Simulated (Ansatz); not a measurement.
**C2H5BOSi: one species, many methods**

One table from this session's results is given with a row withheld; the runs are named, their logs left out.

The runs use Ansatz 0.2.0, Gaussian basis; functionals in def2-TZVPP, the program's frozen cores in correlated methods.

Levels to be run: LDA (SPW92), PBE-D4, revPBE-D4, BLYP-D4, r2SCAN-D4, B97M-V, PBE0-D4, B3LYP-D4, r2SCANh-D4, r2SCAN0-D4, HSE06-D4, BHLYP-D4, CAM-B3LYP-D4, LC-ωPBE, ωB97X-V, ωB97M-V, B2PLYP, PBE-QIDH; CCSD(T)/def2-SVP; CCSD(T)/def2-TZVPP; MP2/def2-QZVPP; extrapolation to the limit; RPA on PBE.

## The geometry

All runs share one geometry, relaxed beforehand with PBE0-D4 in a triple-zeta def2 set.

SMILES `BC1=C[SiH2]O1`, 10 atoms, charge 0, spin multiplicity 1.

Atoms are counted from 1 here; the program's logs count them from 0.

Bond lengths: B1–C2 1.542 Å, B1–H6 1.192 Å, B1–H7 1.194 Å, C2–C3 1.358 Å, C2–O5 1.405 Å, C3–Si4 1.840 Å, C3–H8 1.078 Å, Si4–O5 1.696 Å, Si4–H9 1.483 Å, Si4–H10 1.483 Å. Angles: C2–B1–H6 121.2°, C2–B1–H7 117.5°, H6–B1–H7 121.3°, B1–C2–C3 129.4°, B1–C2–O5 122.1°, C3–C2–O5 108.5°, C2–C3–Si4 84.3°, C2–C3–H8 127.1°, Si4–C3–H8 148.6°, C3–Si4–O5 78.6°, C3–Si4–H9 119.2°, C3–Si4–H10 119.2°, O5–Si4–H9 113.0°, O5–Si4–H10 113.0°, H9–Si4–H10 110.0°, C2–O5–Si4 88.6°.

Set-up of the first run:

File in.yaml:

```yaml
crystal:
  periodic: [false, false, false]
  atoms:
    - {symbol: B, position_ang: [-1.059147, -0.359847, -1.653854]}
    - {symbol: C, position_ang: [-0.210169, -0.035556, -0.407640]}
    - {symbol: C, position_ang: [-0.146824, -0.681647, 0.785152]}
    - {symbol: Si, position_ang: [1.079621, 0.620538, 1.217973]}
    - {symbol: O, position_ang: [0.667796, 1.060952, -0.367221]}
    - {symbol: H, position_ang: [-0.999903, 0.314906, -2.634924]}
    - {symbol: H, position_ang: [-1.777439, -1.311717, -1.598531]}
    - {symbol: H, position_ang: [-0.696152, -1.561483, 1.077876]}
    - {symbol: H, position_ang: [2.508040, 0.250085, 1.364629]}
    - {symbol: H, position_ang: [0.717276, 1.652469, 2.219440]}
basis:
  gaussian: {orbitals: def2-TZVPP}
hamiltonian: {xc: lda}
output: {orbitals: {seedname: orbitals}}
```

Run with:

```sh
$ ansatz run in.yaml --threads 2 --pin off --events-out ev --progress --plain --max-ram 4352MiB
```

Steps of the session up to this table: LDA; PBE-D4 (GGA); revPBE-D4 (GGA); BLYP-D4 (GGA); r2SCAN-D4 (meta-GGA); B97M-V (meta-GGA); PBE0-D4 (hybrid); B3LYP-D4 (hybrid); r2SCANh-D4 (hybrid); r2SCAN0-D4 (hybrid); HSE06-D4 (hybrid); BHLYP-D4 (hybrid); CAM-B3LYP-D4 (range-separated); LC-ωPBE (range-separated); ωB97X-V (range-separated); ωB97M-V (range-separated); B2PLYP (double hybrid); PBE-QIDH (double hybrid).

One table of the session follows, with a row left open; its other results are not shown here.

It belongs to the step «Frontier levels by functional». 

| functional | HOMO (eV) | LUMO (eV) | gap (eV) |
| --- | --- | --- | --- |
| LDA (SPW92) | -6.40 | -3.76 | 2.64 |
| PBE-D4 | -6.19 | -3.50 | 2.69 |
| revPBE-D4 | -6.11 | -3.40 | 2.71 |
| BLYP-D4 | -6.02 | -3.32 | 2.70 |
| r2SCAN-D4 | -6.38 | -3.28 | 3.10 |
| B97M-V | ? | ? | ? |
| PBE0-D4 | -7.34 | -2.57 | 4.77 |
| B3LYP-D4 | -7.11 | -2.75 | 4.35 |
| r2SCANh-D4 | -6.82 | -2.94 | 3.88 |
| r2SCAN0-D4 | -7.48 | -2.44 | 5.04 |
| HSE06-D4 | -6.94 | -2.95 | 3.99 |
| BHLYP-D4 | -8.33 | -1.51 | 6.82 |
| CAM-B3LYP-D4 | -8.62 | -1.46 | 7.17 |
| LC-ωPBE | -9.95 | -0.34 | 9.61 |
| ωB97X-V | -9.60 | -0.40 | 9.20 |
| ωB97M-V | -9.55 | -0.57 | 8.98 |

**Question.** Estimate the row for B97M-V.

The run gave: HOMO (eV): -6.46; LUMO (eV): -3.33; gap (eV): 3.13. In the column «HOMO (eV)» it lies between r2SCANh-D4 (-6.82) and LDA (SPW92) (-6.40).
